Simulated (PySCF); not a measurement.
# H9N3Tl (Tl(NH3)33+): the cost of one run

Method: several levels, as the steps say, no spin–orbit coupling; program: PySCF 2.14.0.

## 1. The system as given

13 atoms, charge 3, spin multiplicity 1.

Bond lengths: Tl1–N2 2.263 Å, Tl1–N6 2.263 Å, Tl1–N10 2.263 Å, N2–H3 1.037 Å, N2–H4 1.037 Å, N2–H5 1.036 Å, N6–H7 1.037 Å, N6–H8 1.037 Å, N6–H9 1.036 Å, N10–H11 1.037 Å, N10–H12 1.037 Å, N10–H13 1.036 Å. Angles: N2–Tl1–N6 120.0°, N2–Tl1–N10 120.0°, N6–Tl1–N10 120.0°, Tl1–N2–H3 111.7°, Tl1–N2–H4 111.7°, Tl1–N2–H5 112.1°, H3–N2–H4 107.1°, H3–N2–H5 107.0°, H4–N2–H5 107.0°, Tl1–N6–H7 111.7°, Tl1–N6–H8 111.7°, Tl1–N6–H9 112.1°, H7–N6–H8 107.1°, H7–N6–H9 107.0°, H8–N6–H9 107.0°, Tl1–N10–H11 111.7°, Tl1–N10–H12 111.7°, Tl1–N10–H13 112.1° and more.

Coordinates:

```xyz
13
H9N3Tl
Tl    0.00000    0.00000    0.00000
N     2.26309    0.00152    0.00000
H     2.64700   -0.48062    0.83426
H     2.64700   -0.48062   -0.83426
H     2.65235    0.96184    0.00000
N    -1.13286    1.95914    0.00000
H    -0.90727    2.53267    0.83426
H    -0.90727    2.53267   -0.83426
H    -2.15915    1.81608    0.00000
N    -1.13023   -1.96066    0.00000
H    -1.73972   -2.05206    0.83426
H    -1.73972   -2.05206   -0.83426
H    -0.49320   -2.77792    0.00000
```

Formal oxidation states: Tl +3. An earlier session relaxed this geometry at PBE0, Tl def2-SVP with ECP60, N def2-SVP, H def2-SVP (singlet, point group C3h).

At PBE0 on the finer grid: E = -340.650288 Eh, HOMO -25.42 eV, LUMO -18.73 eV, Mulliken charge on Tl1 +1.12 e, largest force component 0.002 eV/Å. 

Levels to run: wB97X; M06-L; PBE0, TZVP. Hardware: 2 threads of Arm Neoverse V2, shared host.

## 2. wB97X

run.py (the lines that set the calculation) reads:

```python
mol = gto.M(atom='''
Tl     0.00000     0.00000     0.00000
N      2.26309     0.00152     0.00000
H      2.64700    -0.48062     0.83426
H      2.64700    -0.48062    -0.83426
H      2.65235     0.96184     0.00000
N     -1.13286     1.95914     0.00000
H     -0.90727     2.53267     0.83426
H     -0.90727     2.53267    -0.83426
H     -2.15915     1.81608     0.00000
N     -1.13023    -1.96066     0.00000
H     -1.73972    -2.05206     0.83426
H     -1.73972    -2.05206    -0.83426
H     -0.49320    -2.77792     0.00000''',
    basis={'Tl': 'def2-SVP', 'N': 'def2-SVP', 'H': 'def2-SVP'},
    ecp={'Tl': 'def2-SVP'},
    charge=3, spin=0)
mf = dft.RKS(mol, xc='WB97X')
mf.grids.atom_grid = (75, 302)
mf = mf.density_fit()  # fitting sets: Tl def2-universal-JKFIT, N def2-universal-JKFIT, H def2-universal-JKFIT
mf.conv_tol = 1e-08; mf.max_cycle = 55
mf.kernel(dm0)  # dm0: the density of the relaxed state
```

Launch:

```console
> OMP_NUM_THREADS=2 python run.py
```

**Question.** How long does this run take on 2 threads of Arm Neoverse V2, shared host?

About 7.5 s.
